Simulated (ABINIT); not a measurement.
The system is TaAs.

```xyz
4
Lattice="-1.7218 1.7218 5.8679 1.7218 -1.7218 5.8679 1.7218 1.7218 -5.8679" Properties=species:S:1:pos:R:3 pbc="T T T"
Ta    0.0000    0.0000    5.8676
Ta    1.7218    0.0000    2.9336
As    0.0000    0.0000    0.9698
As    0.0000    1.7218    3.9037
```

The cell is a database's computed one.

Base run:

- Program: ABINIT 10.8.3 (patched build)
- Functional: PBEsol
- Potentials or basis: JTH PAW PBE v2.0
- Cutoff: 517 eV
- k mesh: 7 × 7 × 7
- Occupations: fermi-dirac, width 0.05 eV
- Spin: no spin polarisation

Its results: band gap on the k mesh 0.07 eV, direct; pressure -3.7 GPa; largest force 0.026 eV/Å.

Problem. After a change of settings the same cell gave: band gap on the k mesh none (metal or under the smearing width); pressure -3.7 GPa; largest force 0.023 eV/Å. Which change was it?
A. functional from PBEsol to PBE; k mesh from 7 × 7 × 7 to 4 × 4 × 4
B. functional from PBEsol to PBE
C. k mesh from 7 × 7 × 7 to 11 × 11 × 11
D. functional from PBEsol to PBE; k mesh from 7 × 7 × 7 to 11 × 11 × 11

Solution. C.

Caveats: the PAW data sets were made with another functional, which shifts forces and pressure a little; spin-orbit coupling is left out, which moves the levels of the heavy elements (some runs); an odd mesh through Γ misses points on the zone boundary, where band edges often lie (some runs).

Not every run made on this cell is shown here.
